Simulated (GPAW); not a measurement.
Runs of GPAW 26.7.0 on HfMoC2. The structure is tetragonal, space group P4/mmm (No. 123). Conventional cell: a = 3.191 Å, b = 3.191 Å, c = 4.485 Å, α = 90.00°, β = 90.00°, γ = 90.00°. Around Hf (site symmetry 4/mmm) lie 6 C at 2.24 to 2.26 Å. Around Mo (site symmetry 4/mmm) lie 6 C at 2.24 to 2.26 Å. C (site symmetry 4/mmm) has 2 Mo at 2.24 Å and 4 Hf at 2.26 Å as nearest neighbours. C (site symmetry 4/mmm) is surrounded by 2 Hf at 2.24 Å and 4 Mo at 2.26 Å. The cell comes from a database or a generator and needn't be the stable form of this composition.

```tsv
level	gap on the mesh (eV)	pressure (GPa)	relaxed volume (Å³/atom)
PBEsol+D4	none	0.0	(b)
PBEsol+D3(BJ)+ATM	none	0.0	(a)
PBEsol+D3	none	0.0	10.98
PBEsol+D3(BJ)	none	0.0	10.90
PBEsol	none	0.2	11.11
```

Alike in all rows: task relaxation of cell and atoms; potentials or basis PAW data sets generated in the run's folder for this functional, pw; no spin polarisation; cell relaxed; k mesh 6 × 6 × 5; cutoff (eV) 800; smearing fermi-dirac 0.05 eV.

Estimate the missing entries.

(a) 10.95; (b) 11.01.

Caveats: later steps reuse the first step's grids; pairwise dispersion overbinds metals, which lowers pressure and volume (some runs).

A k mesh can miss the band edges, and the runs leave out spin-orbit coupling on Hf, Mo.

A gap of «none» marks a metal or a gap under the smearing width.
